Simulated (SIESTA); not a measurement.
Crystal: HPbNO4.

```
H Pb N O
1.0
     4.12040   -0.00081   -0.01120
     0.00404    6.42722    0.05360
     0.02791    3.20707    7.74994
H Pb N O
2 2 2 8
Direct
  0.90366 0.21821 0.48851
  0.40337 0.78177 0.51142
  0.39455 0.30863 0.70725
  0.89489 0.69135 0.29266
  0.63409 0.19990 0.20730
  0.13386 0.80012 0.79275
  0.90829 0.32866 0.54369
  0.53792 0.39076 0.19497
  0.53483 0.11279 0.10602
  0.83718 0.08887 0.32672
  0.40817 0.67132 0.45624
  0.03774 0.60924 0.80520
  0.03429 0.88737 0.89397
  0.33716 0.91101 0.67330
```

The cell was built by a generator and needn't be a form met in nature.

Base run:

| Property | Result |
| --- | --- |
| Program | SIESTA 5.4.2 |
| Functional | PBE |
| Potentials or basis | PseudoDojo 0.4 standard (PBE files) |
| Basis | DZP (energy shift 0.003 Ry; two zetas on semicore shells) |
| Grid cutoff | 800 Ry |
| Energy shift | 0.003 Ry |
| k mesh | 7 × 5 × 4 |
| Occupations | fermi-dirac, width 0.05 eV |
| Spin | no spin polarisation |

Its results: band gap on the k mesh 3.25 eV, indirect (least direct gap 3.31 eV); pressure 2.8 GPa; largest force 1.387 eV/Å.

The run is repeated on the same cell with these changes: functional from PBE to RPBE. What comes out?

Band gap on the k mesh 3.28 eV, indirect (least direct gap 3.34 eV); pressure 4.8 GPa; largest force 1.432 eV/Å.

RPBE binds less tightly than PBE, so the same cell stands under more pressure.

Caveats: spin-orbit coupling is left out, which as a rule narrows the gap of such compounds by several tenths of an eV; the basis of atomic orbitals isn't converged, which shifts pressures, moduli and gaps; forces of over 1 eV/Å show positions far from the minimum, so gaps and moduli don't describe the material at rest (some runs); the potentials were made for another functional, which shifts forces and pressure (some runs).
